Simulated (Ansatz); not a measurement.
# HfN (rocksalt): zero-pressure volume and bulk modulus with r²SCAN + D3(BJ)-ATM

An exercise on one series of results from a longer session: the logs are not shown, and one member is left open.

Program: Ansatz 0.2.0. Level of theory: DFT r²SCAN + D3(BJ)-ATM, scalar-relativistic, plane waves, PAW. These are calculated values, not measurements.

## The starting structure

The structure is cubic, space group Fm-3m (No. 225). Conventional cell: a = 4.518 Å, b = 4.518 Å, c = 4.518 Å, α = 90.00°, β = 90.00°, γ = 90.00°. Hf (site symmetry m-3m) is surrounded by 6 N at 2.26 Å. Around N (site symmetry m-3m) lie 6 Hf at 2.26 Å.

As a file:

```
Hf N
1.0
     0.00000    2.25900    2.25900
     2.25900    0.00000    2.25900
     2.25900    2.25900    0.00000
Hf N
1 1
Direct
  0.50000 0.50000 0.50000
  0.00000 0.00000 0.00000
```

An earlier run on this cell at PBE gave 5.44 GPa at 11.528 Å³/atom (10×10×10 mesh), metallic. The cell is compressed at this level.

The first run:

File input.yaml:

```yaml
crystal:
  lattice:
    - [0.0, 2.2590026142, 2.2590026142]
    - [2.2590026142, 0.0, 2.2590026142]
    - [2.2590026142, 2.2590026142, 0.0]
  atoms:
    - { symbol: Hf, position: [0.5, 0.5, 0.5] }
    - { symbol: "N", position: [0.0, 0.0, 0.0] }
basis:
  ecutwfc: 500
  ecutrho_ratio: 4
kpoints:
  mp_grid: { grid: [10, 10, 10] }
hamiltonian:
  xc: r2scan
  dispersion: d3bjatm
scf:
  occupations: { method: gaussian, width: 0.05 }
output:
  forces: true
  stress: true
  eigenvalues: true
```

Run with:

```
$ ansatz run input.yaml --threads 4 --pin off --max-ram 8192MiB --backend cpu --events-out ev --progress --plain --runs-dir out
```

Steps of the session up to this table: At the given cell; Stepping to 11.482 Å³/atom; Stepping to 11.523 Å³/atom; Volume × 0.98 of the new zero; Volume × 1.02 of the new zero; Volume × 0.96 of the new zero; Volume × 1.04 of the new zero.

One of the session's tables, all rows but one given; the rest of the session is left out.

It belongs to the step «Energy and pressure against volume». 

| volume (Å³/atom) | energy (meV/atom) | pressure (GPa) |
| --- | --- | --- |
| 11.062 | 17.66 | 12.73 |
| 11.292 | ? | ? |
| 11.523 | 0.00 | 0.00 |
| 11.753 | 3.98 | -5.43 |
| 11.984 | 15.40 | -10.33 |

Q: Estimate the row for volume (Å³/atom) = 11.292 from the others.

Worked estimate for «energy (meV/atom)». A straight line through the neighbours (11.062, 17.66) and (11.523, 0.00) gives 17.66 + (0.00 − 17.66) × (11.292 − 11.062) / (11.523 − 11.062) = 8.85; a parabola fitted to 3 rows on both sides gives 4.57.

As computed: energy (meV/atom): 4.26; pressure (GPa): 6.03. In «energy (meV/atom)» the line misses by +4.59 and the parabola by +0.31.
